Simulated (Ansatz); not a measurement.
# MgC18: the cost of one run

Method: DFT PBE+D3(BJ), plane waves, PAW, scalar-relativistic, no spin polarisation, in Ansatz 0.2.0.

**1. The system as given**

The cell holds 19 atoms (C18Mg): a = 7.398 Å, b = 7.398 Å, c = 12.000 Å, α = 90.00°, β = 90.00°, γ = 120.00°.

Coordinates:

```
CELL_PARAMETERS angstrom
7.39800 0.00000 0.00000
-3.69900 6.40686 0.00000
0.00000 0.00000 12.00000
ATOMIC_POSITIONS crystal
C 0.00000 0.00000 0.08333
C 0.22222 0.11111 0.08333
C 0.00000 0.33333 0.08333
C 0.22222 0.44444 0.08333
C 0.00000 0.66667 0.08333
C 0.22222 0.77778 0.08333
C 0.33333 0.00000 0.08333
C 0.55556 0.11111 0.08333
C 0.33333 0.33333 0.08333
C 0.55556 0.44444 0.08333
C 0.33333 0.66667 0.08333
C 0.55556 0.77778 0.08333
C 0.66667 0.00000 0.08333
C 0.88889 0.11111 0.08333
C 0.66667 0.33333 0.08333
C 0.88889 0.44444 0.08333
C 0.66667 0.66667 0.08333
C 0.88889 0.77778 0.08333
Mg 0.19298 0.58711 0.25250
```

**2. Relaxing end A**

Input file input.yaml:

```yaml
crystal:
  lattice:
    - [7.398, 0.0, 0.0]
    - [-3.699, 6.406856, 0.0]
    - [0.0, 0.0, 12.0]
  atoms:
    - { symbol: C, position: [0.0, 0.0, 0.0833333] }
    - { symbol: C, position: [0.2222222, 0.1111111, 0.0833333] }
    - { symbol: C, position: [0.0, 0.3333333, 0.0833333] }
    - { symbol: C, position: [0.2222222, 0.4444444, 0.0833333] }
    - { symbol: C, position: [0.0, 0.6666667, 0.0833333] }
    - { symbol: C, position: [0.2222222, 0.7777778, 0.0833333] }
    - { symbol: C, position: [0.3333333, 0.0, 0.0833333] }
    - { symbol: C, position: [0.5555556, 0.1111111, 0.0833333] }
    - { symbol: C, position: [0.3333333, 0.3333333, 0.0833333] }
    - { symbol: C, position: [0.5555556, 0.4444444, 0.0833333] }
    - { symbol: C, position: [0.3333333, 0.6666667, 0.0833333] }
    - { symbol: C, position: [0.5555556, 0.7777778, 0.0833333] }
    - { symbol: C, position: [0.6666667, 0.0, 0.0833333] }
    - { symbol: C, position: [0.8888889, 0.1111111, 0.0833333] }
    - { symbol: C, position: [0.6666667, 0.3333333, 0.0833333] }
    - { symbol: C, position: [0.8888889, 0.4444444, 0.0833333] }
    - { symbol: C, position: [0.6666667, 0.6666667, 0.0833333] }
    - { symbol: C, position: [0.8888889, 0.7777778, 0.0833333] }
    - { symbol: Mg, position: [0.1929763, 0.5871096, 0.2525] }
basis:
  ecutwfc: 420.0
kpoints:
  mp_grid: { grid: [2, 2, 1] }
hamiltonian:
  xc: pbe
  dispersion: d3bj
scf:
  occupations: { method: fermi_dirac, width: 0.05 }
  lower_state_search: "off"
relax:
  f_tol: 0.03
  max_steps: 60
  adjacent_minimum: "off"
```

On the command line:

```console
$ ansatz run input.yaml --threads 1 --pin off --max-ram 3072MiB --backend cpu --events-out ev --progress --plain --runs-dir out
```

What time and memory should one allow on 1 thread of an Arm CPU, shared host?

About 86 s, with a peak of 0.63 GiB.
